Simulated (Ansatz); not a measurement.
# Ti2NbC3: the cost of one run

Program: Ansatz 0.2.0. Level of theory: DFT PBE, scalar-relativistic, plane waves, PAW. These are calculated values, not measurements.

1 further run of the same task is left out (it didn't finish).

### 1 The system as given

Symmetry: P6/mmm, No. 191, hexagonal system. Conventional cell: a = 4.808 Å, b = 4.808 Å, c = 3.228 Å, α = 90.00°, β = 90.00°, γ = 120.00°. Ti (site symmetry -6m2) is surrounded by 6 C at 2.13 Å. Nb (site symmetry 6/mmm) has 6 C at 2.40 Å as nearest neighbours. Around C (site symmetry mmm) lie 4 Ti at 2.13 Å and 2 Nb at 2.40 Å.

Coordinates:

```
Ti Nb C
1.0
     4.80841    0.00000    0.00000
    -2.40420    4.16420    0.00000
     0.00000    0.00000    3.22768
Ti Nb C
2 1 3
Cartesian
  0.0000 2.7761 0.0000
  2.4042 1.3881 0.0000
  0.0000 0.0000 1.6138
  2.4042 0.0000 1.6138
  -1.2021 2.0821 1.6138
  1.2021 2.0821 1.6138
```

It is the end of an earlier relaxation with the same method, from a generated guess; it needn't be the stable form of this composition. At a tolerance of 0.05 Å it has space group P6/mmm (No. 191); it has 10.77 Å³/atom, an uncorrected energy of -0.10 eV/atom over the elements.

### 2 Bands, states and charges

input.yaml reads:

```yaml
crystal:
  lattice:
    - [4.8084071189, 0.0, 0.0]
    - [-2.4042035594, 4.1642027167, 0.0]
    - [0.0, 0.0, 3.2276826947]
  atoms:
    - { symbol: Ti, position: [0.3333333333, 0.6666666667, 0.0] }
    - { symbol: Ti, position: [0.6666666667, 0.3333333333, 0.0] }
    - { symbol: Nb, position: [0.0, 0.0, 0.5] }
    - { symbol: C, position: [0.5, 0.0, 0.5] }
    - { symbol: C, position: [0.0, 0.5, 0.5] }
    - { symbol: C, position: [0.5, 0.5, 0.5] }
basis:
  ecutwfc: 420
kpoints:
  mp_grid: { grid: [12, 12, 12] }
  band_path:
    path:
      - [[0.0, 0.0, 0.0], [0.5, 0.0, 0.0], [0.33333333, 0.33333333, 0.0], [0.0, 0.0, 0.0], [0.0, 0.0, 0.5], [0.5, 0.0, 0.5], [0.33333333, 0.33333333, 0.5], [0.0, 0.0, 0.5]]
      - [[0.5, 0.0, 0.5], [0.5, 0.0, 0.0]]
      - [[0.33333333, 0.33333333, 0.5], [0.33333333, 0.33333333, 0.0]]
    npoints: 14
hamiltonian:
  xc: pbe
scf:
  occupations: { method: gaussian, width: 0.1 }
  n_extra_bands: 15
output:
  forces: true
  stress: true
  eigenvalues: true
  populations: true
  dos: { projected: true, de: 0.02, nscf_kmesh: { grid: [15, 15, 15] } }
  bader: true
  write_density: true
  write_potential: true
  elf: true
  volumetric_format: npy
```

Started as:

```bash
ansatz run input.yaml --threads 1 --pin off --max-ram 2560MiB --backend cpu --events-out ev --progress --plain --runs-dir out
```

**Question.** How long does this run take on 1 thread of Arm Neoverse V1, shared host, and how much memory does it need?

About 77 s, with a peak of 0.61 GiB.
